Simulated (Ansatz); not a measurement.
Write a Python script for Ansatz 0.2.0 through its Python package that makes a ladder of methods at one geometry of C3H6OSi, SMILES [SiH3]OC1C=C1. Settings (for the species named): r2scan0, cc-pVDZ basis, multiplicity 1. The script varies functional: r2scan0, lda, pbe, b3lyp, cam_b3lyp, hse06.

| atom | x (Å) | y (Å) | z (Å) |
| --- | --- | --- | --- |
| Si | -1.8635 | 0.2983 | 0.0140 |
| O | -0.3450 | 0.8794 | 0.1094 |
| C | 0.6752 | 0.0093 | -0.3693 |
| C | 2.1488 | 0.2267 | 0.0447 |
| C | 1.4766 | -0.8413 | 0.5053 |
| H | -2.8424 | 1.4201 | 0.4597 |
| H | -2.1890 | -0.0001 | -1.4058 |
| H | -2.0484 | -0.8521 | 0.8344 |
| H | 0.6310 | -0.3321 | -1.3383 |
| H | 2.9370 | 0.8350 | 0.0103 |
| H | 1.4850 | -1.7001 | 1.1561 |

`run_methods.py`:
```python
"""C3H6OSi at several levels of theory."""

from pathlib import Path

import ansatz as az
import numpy as np

geometry_ang = [
    ("Si", [-1.8635, 0.2983, 0.014]),
    ("O", [-0.345, 0.8794, 0.1094]),
    ("C", [0.6752, 0.0093, -0.3693]),
    ("C", [2.1488, 0.2267, 0.0447]),
    ("C", [1.4766, -0.8413, 0.5053]),
    ("H", [-2.8424, 1.4201, 0.4597]),
    ("H", [-2.189, -0.0001, -1.4058]),
    ("H", [-2.0484, -0.8521, 0.8344]),
    ("H", [0.631, -0.3321, -1.3383]),
    ("H", [2.937, 0.835, 0.0103]),
    ("H", [1.485, -1.7001, 1.1561]),
]
mol = az.Crystal.molecule()
for symbol, xyz in geometry_ang:
    mol = mol.atom(symbol, xyz)

calc = mol.calculation().basis(gaussian="cc-pVDZ")

print("functional    E (Ha)        dipole (D)   HOMO (eV)  LUMO (eV)")
for name in ["r2scan0", "lda", "pbe", "b3lyp", "cam_b3lyp", "hse06"]:
    data = calc.functional(name).forces().orbitals().run(runs_dir="runs").report
    lines = Path(data["orbitals_path"]).read_text().splitlines()
    field_of = lambda key: [line.split("=")[1].strip() for line in lines if line.startswith(key)]
    orbitals = [(27.211386 * float(e), s, float(n)) for e, s, n in zip(field_of("Ene="), field_of("Spin="), field_of("Occup="))]
    homo = max(e for e, _, n in orbitals if n > 0.5)
    lumo = min(e for e, _, n in orbitals if n < 0.5)
    dipole = 4.803205 * np.linalg.norm(data["charge_distribution"]["dipole_moment_e_ang"])
    print(f"{name:10s} {data['free_energy_ev'] / 27.211386246:14.6f} {dipole:9.3f} {homo:11.3f} {lumo:10.3f}")
```

```console
$ python run_methods.py
functional    E (Ha)        dipole (D)   HOMO (eV)  LUMO (eV)
r2scan0       -482.381216     1.660      -7.804     -0.129
lda           -479.725088     1.544      -6.388     -1.571
pbe           -482.150912     1.547      -6.271     -1.329
b3lyp         -482.562830     1.606      -7.355     -0.436
cam_b3lyp     -482.449359     1.630      -8.948      1.051
hse06         -482.180857     1.617      -7.223     -0.618
```

What to keep in mind:
- Total energies depend on the basis set; only differences at equal settings carry meaning.
- The geometry is a force-field or estimated start, not a minimum of this method, and the basis set is short of its limit. A lower total doesn't mark the better method: functionals have no common bound, and MP2 and coupled cluster aren't variational.
- b3lyp holds the VWN-RPA fit, as in Gaussian; the form of ORCA and Turbomole is b3lyp5.
- Levels such as HOMO and LUMO are orbital energies: with these approximate functionals they aren't the ionisation energy and electron affinity, and their gap isn't the fundamental gap.
- For Al to Cl the sets with a tight d function, cc-pV(X+d)Z, are usual.
- hse06 follows the composition of plane-wave codes, whose totals differ by tens of mHa, up to about 0.1 Ha, from the form usual in Gaussian-basis programs (wpbeh).
- Hardware and time: 30 s on 1 thread of Arm Neoverse V1, with other jobs on the host, peak memory 0.32 GiB.
